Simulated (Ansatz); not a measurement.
# CoSi (P2_13): fixed-spin-moment curve, by script

Aim: a fixed-spin-moment curve, for CoSi (P2_13), run from a script.

The COD entry's cell or inner coordinates are ideal or old and differ from later refinements, so a difference from it is no clean test against experiment.

Computed with the Python package of Ansatz 0.2.0. Level of theory: DFT PBE, plane waves, PAW.

## Step 1: The structure

Symmetry: P2_13, No. 198, cubic system. The conventional cell has a = 4.438 Å, b = 4.438 Å, c = 4.438 Å, α = 90.00°, β = 90.00°, γ = 90.00°. Co (site symmetry 3) is surrounded by 7 Si at 2.28 to 2.47 Å. Around Si (site symmetry 3) lie 7 Co at 2.28 to 2.47 Å.

No structure file is read: the coordinates are typed or built in the script.

## Step 2: Script

cosi.py

```python
'''Energy of CoSi against a locked total moment.'''

import warnings

import ansatz as az

warnings.simplefilter('ignore', az.DeckWarning)

system = (
    az.Lattice.from_parameters(4.438, 4.438, 4.438, alpha=90.0, beta=90.0, gamma=90.0)
    .atom('Co', (0.14, 0.14, 0.14))
    .atom('Co', (0.36, 0.86, 0.64))
    .atom('Co', (0.64, 0.36, 0.86))
    .atom('Co', (0.86, 0.64, 0.36))
    .atom('Si', (0.843, 0.843, 0.843))
    .atom('Si', (0.657, 0.157, 0.343))
    .atom('Si', (0.343, 0.657, 0.157))
    .atom('Si', (0.157, 0.343, 0.657))
)

job = (
    system.calculation()
    .functional(az.Functional.PBE)
    .pseudopotentials('paw')
    .kpoints(7)
    .occupations(az.OccupationsMethod.GAUSSIAN, width=0.1)
)
# a hard lock holds the total moment, with one Fermi level a spin
rows = []
for total in [0.0, 2.4, 4.8, 7.2, 9.6, 12.0]:
    r = job.spin('collinear', total=total, lock='hard').run(threads=1).report
    up, down = r['spin_fermi_energies_ev']
    rows.append((total, r['free_energy_ev'], up - down, r['absolute_magnetization_mub']))
reference = rows[0][1]
rows = [(m, 1000 * (e - reference), split, size) for m, e, split, size in rows]
print('     total muB    F - F(0) meV  EF up - down eV    absolute muB')
for row in rows:
    print(f'{str(row[0]):>14s}  {row[1]:14.2f}  {row[2]:15.4f}  {row[3]:14.3f}')
best = min(rows, key=lambda row: row[1])
print(f'lowest at {best[0]} muB per cell, {best[1]:.1f} meV against the first point')
```

## Step 3: Launch

Run with:

```bash
$ python cosi.py
```

Log:

```text
RunWarning: this spin-polarised run has no starting moment large enough to seed its density, and nothing else in its deck makes the two spin channels differ, so an SCF from that start keeps the magnetisation at zero until it first converges, unless a state found ahead of a linear-response series gives it moments [...]
     total muB    F - F(0) meV  EF up - down eV    absolute muB
           0.0            0.00           0.0000           0.000
           2.4          539.16           0.6656           2.622
           4.8         1951.26           1.8192           4.952
           7.2         4562.18           2.4968           7.291
           9.6         8066.15           3.3671           9.636
          12.0        12624.31           4.2750          12.003
lowest at 0.0 muB per cell, 0.0 meV against the first point
```

(Warnings from the package without file and line, shortened.)

Run time: 3.7 min. Hardware: 1 thread of Arm Neoverse V1, shared host; peak memory 0.52 GiB.

## Step 4: The engine's runs

The 6 runs, in the order started:

```tsv
run	total moment held (μB)	energy from run 1 (meV/atom)	moment (μB/cell)	SCF cycles	CPU time (s)
1	0.0	0.00	0.00	10	51
2	2.4	67.40	2.40	12	33
3	4.8	243.91	4.80	11	33
4	7.2	570.27	7.20	11	33
5	9.6	1008.27	9.60	12	36
6	12.0	1578.04	12.00	11	34
```

Energies are free energies F = E - TS of the smeared occupations. 

## Step 5: Results

| quantity | value |
| --- | --- |
| runs compared | 6 |
| range of energy | 1578.04 meV/atom |
| lowest point, total moment held (μB) | 0.0 |

What this shows: The lowest point lies at 0 μB a cell, the first of the scan; at 12 μB the energy is 12624 meV above the lowest. Notes:
- For a metal this k-point mesh is coarse: on a finer one energies can move by several to tens of meV an atom and pressures by half a GPa or more, differences at one mesh by less.
- Of the deposited cell: the entry's cell lengths or inner coordinates differ somewhat from later room-temperature determinations.
- Only points where the Fermi levels of the two spins meet (minima, maxima and zero moment) are free solutions; a shallow minimum can lie between the points.
